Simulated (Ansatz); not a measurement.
**RuC (triplet): wave-function methods side by side, def2-QZVPP**

The task here is to estimate one member of a computed series from the others.

The runs use Ansatz 0.2.0, Gaussian basis; def2-QZVPP, core rule «outside noble gas», up to 5 orbitals frozen.

Plan: UHF; ROHF; CCSD(T) on UHF.

2 further runs of the same task are left out: 2 set aside as unsound or not needed.

## The system

The geometry is a PBE0/def2-TZVP stationary point (not a proven minimum). No spin-orbit coupling is included. Elements past krypton take def2 core potentials.

2 atoms, charge 0, spin multiplicity 3.

Atoms are counted from 1 here; the program's logs count them from 0.

Bond lengths: Ru1–C2 1.605 Å.

As a file:

```csv
atom,x (Å),y (Å),z (Å)
Ru1,0.0000,0.0000,0.0000
C2,0.0000,0.0000,1.6054
```

The first run:

The input, in.yaml:

```yaml
crystal:
  periodic: [false, false, false]
  atoms:
    - {symbol: Ru, position_ang: [0.000000, 0.000000, 0.000000]}
    - {symbol: C, position_ang: [0.000000, 0.000000, 1.605400]}
basis:
  gaussian: {orbitals: "def2-QZVPP.json"}
magnetization: {spin_polarized: true, initial_magnetization: 2}
hamiltonian: {xc: hf}
output: {orbitals: {seedname: orbitals}}
```

Started as:

```
> ansatz run in.yaml --threads 1 --pin off --events-out ev --progress --plain --max-ram 4096MiB --backend cpu
```

Steps of the session up to this table: UHF; ROHF; CCSD(T) on UHF.

One table of the session follows, with a row left open; its other results are not shown here.

It belongs to the step «Misses and costs». 

| method | from UCCSD(T) (meV) |
| --- | --- |
| ROHF | +13451.4 |
| UHF | +12644.7 |
| UMP2 | +1308.8 |
| UCCSD | ? |
| UCCSD(T) | 0 |

**Question.** Estimate the row for UCCSD.

**Answer.** from UCCSD(T) (meV): +843.4. In the column «from UCCSD(T) (meV)» it lies between UCCSD(T) (0) and UMP2 (+1308.8).

The program flags UCCSD(T) as in doubt (see the logs), so the zero of the table is itself unsure.

Caveats from the session: The determinant is far from a pure spin state, so its energy mixes those of several spin states (harmless only where they are near-degenerate, as at dissociation). The program flags UCCSD(T) as in doubt, so the zero of the table is itself unsure.
